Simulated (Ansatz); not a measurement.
C2H5AlO2, SMILES C=C[O][AlH][OH]: vertical spin-state energies, run with Ansatz 0.2.0, Python API.

`c2h5alo2_spin.py`
```python
# -*- coding: utf-8 -*-
import logging
import sys

import ansatz as az

logging.basicConfig(stream=sys.stdout, format="%(levelname)s %(message)s")
logger = logging.getLogger("run")
logger.setLevel(logging.INFO)


def main():
    mol = (
        az.Crystal.molecule()
        .atom("C", (-1.0386, -1.5247, 0.5571))
        .atom("C", (0.2262, -1.4909, 0.3374))
        .atom("O", (0.94, -0.3456, -0.0088))
        .atom("Al", (0.4412, 1.424, -0.2347))
        .atom("O", (1.5614, 2.7284, -0.6907))
        .atom("H", (-1.5954, -2.3849, 0.7984))
        .atom("H", (-1.6495, -0.576, 0.4724))
        .atom("H", (0.7978, -2.4103, 0.4251))
        .atom("H", (-1.1744, 1.7917, -0.0135))
        .atom("H", (1.5743, 2.7373, -1.6397))
    )

    model = (
        mol.calculation()
        .basis(gaussian="cc-pVDZ")
        .correlation("MP2")
    )
    found = {}
    for unpaired in [0, 2]:
        rep = model.spin("collinear", total=unpaired).run(threads=1, backend="cpu").report
        s = unpaired / 2
        found[unpaired] = rep["free_energy_ev"]
        logger.info(f"2S+1 = {unpaired + 1}: E = {found[unpaired]:.5f} eV, <S^2> = {abs(rep['mean_field']['state']['spin_squared']):.3f} (pure state {s * (s + 1):.2f})")
    lowest = min(found, key=found.get)
    for unpaired, e in found.items():
        logger.info(f"multiplicity {unpaired + 1}: {23.060548 * (e - found[lowest]):.1f} kcal/mol above the lowest")


if __name__ == "__main__":
    main()
```

Which spin state is lowest at this geometry, and how far above lie the others?

In order: multiplicity 1 (+0.00 eV) and multiplicity 3 (+4.95 eV), all at the one geometry.

The run itself:

Output of `python c2h5alo2_spin.py`:
```text
INFO 2S+1 = 1: E = -12817.81712 eV, <S^2> = 0.000 (pure state 0.00)
INFO 2S+1 = 3: E = -12812.87171 eV, <S^2> = 2.020 (pure state 2.00)
INFO multiplicity 1: 0.0 kcal/mol above the lowest
INFO multiplicity 3: 114.0 kcal/mol above the lowest
```

Total energies depend on the basis set; only differences at equal settings carry meaning. The geometry is a force-field or estimated start, not a minimum of this method, and the basis set is short of its limit. All parts are taken at fixed geometry, without zero-point energy. S² is that of the Hartree-Fock reference. Wall time of the script: 32 s on 1 thread of Arm Neoverse N1 (shared host), peak memory 0.35 GiB.
